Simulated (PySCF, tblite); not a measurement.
# C₇H₁₂+ (doublet): geometry, infrared bands and EPR parameters

Aim: predict the infrared bands and EPR parameters of C₇H₁₂+ (doublet) (`[CH]1[CH+]CCCCC1`).

Programs: tblite 0.8.0 and PySCF 2.14.0, with density-fitted response routines of our own. Each step states its level of theory. These are calculated values for one molecule in the gas phase, unless marked as measured. Atoms are numbered from 0 throughout.

## 1. Starting geometry

19 atoms, charge 1, multiplicity 2; geometry from: force field or distance geometry start.

Bonds of the start (Å): C0–C1 1.47, C1–C2 1.52, C2–C3 1.51, C3–C4 1.51, C4–C5 1.51, C5–C6 1.53, C6–C0 1.49, C0–H7 1.10, C1–H8 1.09, C2–H9 1.10, C2–H10 1.11, C3–H11 1.10, C3–H12 1.12, C4–H13 1.11, C4–H14 1.13, C5–H15 1.10, C5–H16 1.12, C6–H17 1.11, C6–H18 1.11.

## 2. Relaxing the molecule with GFN2-xTB

The job: settings as JSON, then the geometry in Å.

```
{"job": {"kind": "relax", "xc": "GFN2-xTB", "basis": "xTB"}, "charge": 1, "multiplicity": 2}
C     -0.746900     1.103400     0.928800
C      0.552100     1.512000     0.362000
C      1.686300     0.585200    -0.043500
C      1.230800    -0.829400     0.227600
C      0.093400    -1.172200    -0.708300
C     -1.251100    -1.039700    -0.037200
C     -1.605000     0.444800    -0.094800
H     -1.233900     1.846100     1.573300
H      0.770000     2.572400     0.238500
H      2.614600     0.832900     0.492600
H      1.833200     0.661200    -1.144600
H      2.077200    -1.518900     0.132800
H      0.824300    -0.883700     1.270900
H      0.226100    -2.197400    -1.123100
H      0.101500    -0.404300    -1.534400
H     -2.033000    -1.656400    -0.502900
H     -1.186700    -1.267900     1.060600
H     -1.267500     0.793400    -1.097100
H     -2.695300     0.627600    -0.008700
```

Run with:

```
$ OMP_NUM_THREADS=1 python probes_run.py task.json out
```

This one command runs all jobs of the session in turn.

The log of the run:

```text
step      E/eV     max force
  0    -559.00273    4.276
  1    -559.38872    2.531
  2    -559.64430    1.702
  3    -559.79645    0.910
  4    -559.90485    1.062
  5    -559.97566    0.943
  6    -560.10805    1.108
  7    -560.18877    0.912
  8    -560.24971    0.558
  9    -560.29637    0.436
 10    -560.34348    0.635
 11    -560.39854    0.741
 12    -560.44155    0.424
 13    -560.46727    0.334
 14    -560.48960    0.394
 15    -560.51545    0.425
 16    -560.53683    0.345
 17    -560.55148    0.294
 18    -560.56363    0.293
 19    -560.57721    0.275
 20    -560.59213    0.307
 21    -560.60808    0.299
 22    -560.62007    0.323
 23    -560.62976    0.205
 24    -560.63823    0.185
 25    -560.64572    0.185
 26    -560.65235    0.209
 27    -560.65869    0.169
 28    -560.66332    0.132
 29    -560.66656    0.128
 30    -560.66927    0.139
 31    -560.67162    0.098
 32    -560.67362    0.071
 33    -560.67442    0.065
 34    -560.67583    0.079
 35    -560.67678    0.079
 36    -560.67745    0.049
 37    -560.67778    0.047
 38    -560.67806    0.042
 39    -560.67836    0.048
 40    -560.67869    0.057
 41    -560.67901    0.048
 42    -560.67933    0.048
 43    -560.67972    0.055
 44    -560.68026    0.064
 45    -560.68093    0.076
 46    -560.68165    0.063
 47    -560.68229    0.055
 48    -560.68282    0.051
 49    -560.68332    0.050
 50    -560.68382    0.053
 51    -560.68433    0.053
 52    -560.68479    0.056
 53    -560.68521    0.050
 54    -560.68560    0.057
 55    -560.68599    0.056
 56    -560.68644    0.072
 57    -560.68700    0.084
 58    -560.68773    0.088
 59    -560.68870    0.084
 60    -560.68993    0.073
 61    -560.69116    0.083
 62    -560.69232    0.074
 63    -560.69360    0.081
 64    -560.69487    0.083
 65    -560.69627    0.103
 66    -560.69777    0.123
 67    -560.70003    0.169
 68    -560.70300    0.131
 69    -560.70701    0.141
 70    -560.70925    0.149
 71    -560.71272    0.149
 72    -560.71377    0.188
 73    -560.71923    0.217
 74    -560.72249    0.143
 75    -560.72502    0.114
 76    -560.72608    0.099
 77    -560.72704    0.084
 78    -560.72817    0.068
 79    -560.72922    0.060
 80    -560.72981    0.049
 81    -560.73017    0.049
 82    -560.73045    0.043
 83    -560.73083    0.038
 84    -560.73116    0.038
 85    -560.73144    0.034
 86    -560.73162    0.028
 87    -560.73178    0.025
 88    -560.73195    0.024
 89    -560.73209    0.023
 90    -560.73219    0.022
 91    -560.73226    0.016
 92    -560.73231    0.015
 93    -560.73235    0.011
 94    -560.73237    0.013
 95    -560.73241    0.013
 96    -560.73245    0.013
 97    -560.73248    0.015
 98    -560.73252    0.015
 99    -560.73257    0.015
100    -560.73265    0.022
101    -560.73276    0.027
102    -560.73288    0.024
103    -560.73299    0.027
104    -560.73311    0.029
105    -560.73325    0.028
106    -560.73343    0.034
107    -560.73361    0.032
108    -560.73373    0.024
109    -560.73381    0.020
110    -560.73387    0.017
111    -560.73392    0.014
112    -560.73396    0.015
113    -560.73399    0.015
114    -560.73401    0.012
115    -560.73403    0.008
```

Run time: 0.59 s. Hardware: 1 thread of Arm Neoverse V2, shared host.

The steps of the relaxation: (not every step is listed)

| step | energy from step 0 (eV) | largest force (eV/Å) |
| --- | --- | --- |
| 0 | 0.0000 | 4.2755 |
| 1 | -0.3860 | 2.5312 |
| 2 | -0.6416 | 1.7020 |
| 3 | -0.7937 | 0.9096 |
| 4 | -0.9021 | 1.0621 |
| 5 | -0.9729 | 0.9431 |
| 6 | -1.1053 | 1.1083 |
| 7 | -1.1860 | 0.9122 |
| 8 | -1.2470 | 0.5575 |
| 18 | -1.5609 | 0.2926 |
| 28 | -1.6606 | 0.1322 |
| 38 | -1.6753 | 0.0416 |
| 48 | -1.6801 | 0.0513 |
| 58 | -1.6850 | 0.0879 |
| 68 | -1.7003 | 0.1312 |
| 78 | -1.7254 | 0.0678 |
| 88 | -1.7292 | 0.0244 |
| 98 | -1.7298 | 0.0147 |
| 108 | -1.7310 | 0.0239 |
| 110 | -1.7311 | 0.0169 |
| 111 | -1.7312 | 0.0142 |
| 112 | -1.7312 | 0.0153 |
| 113 | -1.7313 | 0.0146 |
| 114 | -1.7313 | 0.0121 |
| 115 | -1.7313 | 0.0079 |

Close pairs (by a distance rule), those that changed most:

| bond | before (Å) | after (Å) | change (Å) |
| --- | --- | --- | --- |
| C0–C1 | 1.475 | 1.367 | -0.108 |
| C1–C2 | 1.520 | 1.463 | -0.057 |
| C4–H14 | 1.128 | 1.093 | -0.035 |
| C5–H16 | 1.123 | 1.094 | -0.029 |
| C3–H12 | 1.121 | 1.094 | -0.027 |
| C0–C6 | 1.489 | 1.463 | -0.026 |
| C4–H13 | 1.114 | 1.090 | -0.024 |
| C4–C5 | 1.509 | 1.525 | +0.017 |

The end geometry stands in the next job.

## 3. Infrared spectrum with GFN2-xTB

The job: settings as JSON, then the geometry in Å.

```
{"job": {"kind": "ir", "xc": "GFN2-xTB", "basis": "xTB"}, "charge": 1, "multiplicity": 2}
C     -0.775262     1.511390     0.296452
C      0.587598     1.577154     0.376522
C      1.640442     0.570771     0.238675
C      1.326564    -0.903398     0.094513
C      0.102284    -1.236177    -0.752509
C     -1.237896    -1.027205    -0.054482
C     -1.704633     0.409962     0.043424
H     -1.286231     2.461937     0.410036
H      0.988871     2.571597     0.542757
H      2.347299     0.708978     1.071883
H      2.250916     0.908828    -0.618197
H      2.206718    -1.393394    -0.327863
H      1.189492    -1.347005     1.085306
H      0.169584    -2.286424    -1.037054
H      0.124643    -0.628760    -1.660725
H     -2.012188    -1.597476    -0.573029
H     -1.173779    -1.459721     0.948597
H     -2.240841     0.692876    -0.880215
H     -2.513384     0.475318     0.788445
```

The log of the run:

```text
mode    cm-1     km/mol
  1     101.8      8.25
  2     104.8     10.19
  3     277.6     11.88
  4     287.1      8.24
  5     356.9      2.77
  6     370.7      8.95
  7     530.9     28.95
  8     627.9     14.96
  9     673.3     61.68
 10     766.6     13.92
 11     792.7      1.29
 12     793.0      1.02
 13     868.5     24.68
 14     886.2      0.36
 15     894.5      6.60
 16     910.7     70.41
 17     935.1      6.00
 18     993.0     14.39
 19    1056.9      1.44
 20    1077.2      1.78
 21    1083.5     15.44
 22    1118.0     44.18
 23    1133.4      4.10
 24    1186.8      0.12
 25    1193.8     81.22
 26    1217.8     10.60
 27    1265.2      1.32
 28    1266.6     14.65
 29    1305.3    256.24
 30    1320.5    172.18
 31    1322.7     26.61
 32    1336.8     33.00
 33    1343.8     54.92
 34    1363.2      3.72
 35    1389.7     32.03
 36    1421.1    104.90
 37    1433.9     50.39
 38    1443.4     83.27
 39    1564.0    144.98
 40    2811.8     12.66
 41    2813.5     18.21
 42    2882.1     66.20
 43    2884.3      8.10
 44    2942.2     20.24
 45    2948.9      2.61
 46    2972.6     13.42
 47    2986.0     11.84
 48    2989.5      2.04
 49    3011.9      0.02
 50    3034.0      0.85
 51    3045.2      0.97
```

It took 0.48 s on 1 thread of Arm Neoverse V2, shared host.

The strongest bands and the atoms that carry them (share of the mass-weighted mode):

| cm⁻¹ | km/mol | atoms |
| --- | --- | --- |
| 911 | 70.4 | C3 11 %, C5 11 %, C2 11 %, C6 11 % |
| 1194 | 81.2 | H16 28 %, H12 28 % |
| 1305 | 256.2 | H9 16 %, H18 16 %, H10 14 %, H17 14 % |
| 1320 | 172.2 | H13 14 %, H11 11 %, H15 10 % |
| 1421 | 104.9 | H11 23 %, H15 23 %, H16 17 %, H12 17 % |
| 1443 | 83.3 | H15 22 %, H11 22 %, H16 21 %, H12 21 % |
| 1564 | 145.0 | C1 43 %, C0 43 % |
| 2882 | 66.2 | H18 54 %, H9 20 %, H17 15 % |

## 4. g tensor and hyperfine couplings: B3LYP/pcH-1

Settings changed since step 3:

```diff
@@ -1,2 +1,2 @@
-{"job": {"kind": "ir", "xc": "GFN2-xTB", "basis": "xTB"}, "charge": 1, "multiplicity": 2}
+{"job": {"kind": "epr", "basis": "pcH-1"}, "charge": 1, "multiplicity": 2}
 C     -0.775262     1.511390     0.296452
```

With the program's defaults for keys left out, this is: UKS B3LYP, pcH-1 on C H, non-relativistic, mean-field spin-orbit, GIAO.

The log of the run:

```text
UKS, coarse grid
  cycle   1  E = -273.61707931  |g| = 2.88e-01
  cycle   2  E = -273.54058023  |g| = 4.45e-01
  cycle   3  E = -273.65601790  |g| = 8.60e-02
  cycle   4  E = -273.65980914  |g| = 2.92e-02
  cycle   5  E = -273.66024061  |g| = 1.11e-02
  cycle   6  E = -273.66030741  |g| = 3.20e-03
  cycle   7  E = -273.66031505  |g| = 1.88e-03
  cycle   8  E = -273.66031781  |g| = 3.62e-04
UKS, final grid
  cycle   1  E = -273.66026206  |g| = 3.46e-04
  cycle   2  E = -273.66026198  |g| = 5.77e-04
  cycle   3  E = -273.66026216  |g| = 5.22e-05
  cycle   4  E = -273.66026217  |g| = 4.18e-05
  cycle   5  E = -273.66026217  |g| = 7.60e-06
E = -273.66026217 Eh   <S^2> = 0.7518 (exact 0.7500)
g shifts (ppm)      1          2          3
  rmc          -133       -133       -133
  gc              3          7         19
  oz_so         -27        686       1828
  total        -156        560       1715
hyperfine (MHz)  atom isotope    a_iso     a_fc   dipolar eigenvalues
    0   13C      17.92      17.92    -34.22    -31.07     65.29
    1   13C      17.89      17.89    -34.21    -31.05     65.26
    2   13C     -16.70     -16.70     -6.65     -4.23     10.88
    3   13C      -0.86      -0.86     -1.15     -0.07      1.22
    4   13C       2.39       2.39     -1.83     -0.98      2.81
    5   13C      -0.85      -0.85     -1.15     -0.07      1.22
    6   13C     -16.70     -16.70     -6.64     -4.23     10.87
    7    1H     -26.12     -26.12    -15.59     -4.34     19.92
    8    1H     -26.12     -26.12    -15.58     -4.34     19.92
    9    1H     123.63     123.63     -5.89     -3.45      9.34
   10    1H     162.08     162.08     -6.24     -3.42      9.66
   11    1H       3.85       3.85     -1.88     -1.12      3.00
   12    1H      33.10      33.10     -1.91     -1.24      3.14
   13    1H      -0.83      -0.83     -1.37     -1.05      2.42
   14    1H      20.95      20.95     -1.94     -1.06      3.00
   15    1H       3.76       3.76     -1.87     -1.12      2.99
   16    1H      33.07      33.07     -1.91     -1.23      3.14
   17    1H     161.73     161.73     -6.24     -3.42      9.65
   18    1H     123.71     123.71     -5.89     -3.45      9.34
```

Wall time 66 s (1 thread of Arm Neoverse V2, shared host); peak memory 0.97 GiB.

Principal g values 2.00216, 2.00288, 2.00403; g(iso) = 2.00303, against 2.00232 for a free electron.

Hyperfine couplings; where a row names several nuclei, a(iso) is their mean (it holds for fast rotation or exchange) and the dipolar term the largest among them:

| nuclei | isotope | a(iso) (MHz) | a(iso) (G, at g = 2.0023) | largest dipolar term (MHz) |
| --- | --- | --- | --- | --- |
| H9, H10, H17, H18 | 1H | 142.8 | 50.9 | 9.7 |
| H7, H8 | 1H | -26.1 | -9.3 | 19.9 |
| H11, H12, H15, H16 | 1H | 18.4 | 6.6 | 3.1 |
| C0, C1 | 13C | 17.9 | 6.4 | 65.3 |
| C2, C6 | 13C | -16.7 | -6.0 | 10.9 |
| H13, H14 | 1H | 10.1 | 3.6 | 3.0 |
| C4 | 13C | 2.4 | 0.9 | 2.8 |
| C3, C5 | 13C | -0.9 | -0.3 | 1.2 |

Mulliken spin populations:

C0 0.40; C1 0.40; C2 -0.01; C3 0.00; C4 0.01; C5 0.00; C6 -0.01; H7 -0.02; H8 -0.02; H9 0.04; H10 0.06; H11 0.00; H12 0.02; H13 0.00; H14 0.01; H15 0.00; H16 0.02; H17 0.06; H18 0.04

In first order the couplings over 0.8 MHz of 1H give 225 distinct lines over 255.9 G, if the averaged nuclei exchange fast.

The fields below are evaluated on a grid from the run's orbitals.

ELF in a plane through or near 10 of the atoms.

Ten even steps from ' ' (0.00) to '@' (1.00):
```
                                                        
                                                        
                                                        
                        ==####==                        
              ....    ..%%@@@@%%..    ....              
          ++%%@@@@++    ##@@@@##..  ==@@@@@@++          
        ..@@@@@@@@%%--::++####++::--%%@@@@@@%%..        
        ..##@@@@@@@@++##%%++++%%##==@@@@@@@@%%..        
            ::++**==::==%%****%%--..==**++::            
              ::++@@@@##::....::##@@@@++::              
          ..--++==..++++..    ..++**..==++--..          
          ::++##**::##%%++====++@@##..++##++::          
          ..::----==##::--####::::%%==----::..          
                  ++%%**--##**--##%%++                  
                --@@@@@@##----%%@@@@@@::                
              ..##@@@@@@##....%%@@@@@@##..              
                ::%%@@%%..    ::%%@@%%::                
                                                        
                                                        
                                                        
```
The map spans 10.1 Å across and 10.3 Å up, centred on the molecule. Atoms in the plane (x, y in Å): C0 (0.7, -1.6), C1 (-0.7, -1.6), C2 (-1.7, -0.5), C3 (-1.3, 0.9), C5 (1.3, 0.9), C6 (1.7, -0.5), H7 (1.1, -2.6), H8 (-1.1, -2.6), H11 (-2.1, 1.6), H15 (2.1, 1.6).

On the surface of density 0.002 e/bohr³ the electrostatic potential runs, from the 1st to the 99th percentile, from 3.59 to 5.50 V.

The spin density lies nearest to C0, C1 about 30 % each; H10, H17 about 6 % each.

## 5. Summary of results

| quantity | value |
| --- | --- |
| strongest single infrared mode (GFN2-xTB) | 1305 cm⁻¹, 256 km/mol |
| zero-point energy (GFN2-xTB) | 104.8 kcal/mol |
| g(iso) (B3LYP) | 2.00303 |
| ⟨S²⟩ | 0.752 (exact 0.75) |
| largest a(iso) (averaged by class) | 1H on H9, H10, H17, H18, 142.8 MHz |

In words: Relaxing lowered the energy by 1.731 eV in 115 steps; the close pair that moved most is C0–C1, from 1.475 to 1.367 Å. All 51 modes are real, so the xTB geometry is a minimum. The strongest single mode, at 1305 cm⁻¹, has its largest shares on H9, H18, H10 and H17 (the list is cut at 4 atoms). GFN2-xTB is a fitted tight-binding method: band positions and strengths are rough. Its intensities can rank the bands wrongly. The largest spin populations lie on C0 (0.40 e), C1 (0.40 e). The isotropic g lies 0.7 ppt above the free-electron value.
